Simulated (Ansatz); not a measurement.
# V: the cost of one run

Computed with Ansatz 0.2.0 (DFT PBE, scalar-relativistic, plane waves, PAW, unless a step's input says otherwise).

## (1) Starting point

The structure is cubic, space group Im-3m (No. 229). The conventional cell has a = 2.997 Å, b = 2.997 Å, c = 2.997 Å, α = 90.00°, β = 90.00°, γ = 90.00°. V (site symmetry m-3m) is surrounded by 8 V at 2.60 Å.

As a file:

```xyz
1
Lattice="-1.4984 1.4984 1.4984 1.4984 -1.4984 1.4984 1.4984 1.4984 -1.4984" Properties=species:S:1:pos:R:3 pbc="T T T"
V     0.0000    0.0000    0.0000
```

An earlier run at PBE left this cell at 13.456 Å³/atom and 0.01 GPa (20×20×20 mesh).

## (2) Ferromagnetic, larger cell

File input.yaml:

```yaml
crystal:
  lattice:
    - [2.996770262, 0.0, 0.0]
    - [0.0, 2.996770262, 0.0]
    - [0.0, 0.0, 2.996770262]
  atoms:
    - { symbol: V, position: [0.0, 0.0, 0.0], spin: 1.0 }
    - { symbol: V, position: [0.5, 0.5, 0.5], spin: 1.0 }
basis:
  ecutwfc: 420
  ecutrho_ratio: 4
kpoints:
  mp_grid: { grid: [12, 12, 12] }
hamiltonian:
  xc: pbe
scf:
  occupations: { method: gaussian, width: 0.05 }
  lower_state_search: "off"
output:
  forces: true
  stress: true
  eigenvalues: true
  populations: true
magnetization:
  spin_polarized: true
```

Started as:

```sh
$ ansatz run input.yaml --threads 1 --pin off --max-ram 2560MiB --backend cpu --events-out ev --progress --plain --runs-dir out
```

What time and memory should one allow on 1 thread of Intel Xeon 6975P-C (Granite Rapids), shared host?

About 5 s, with a peak of 0.37 GiB.
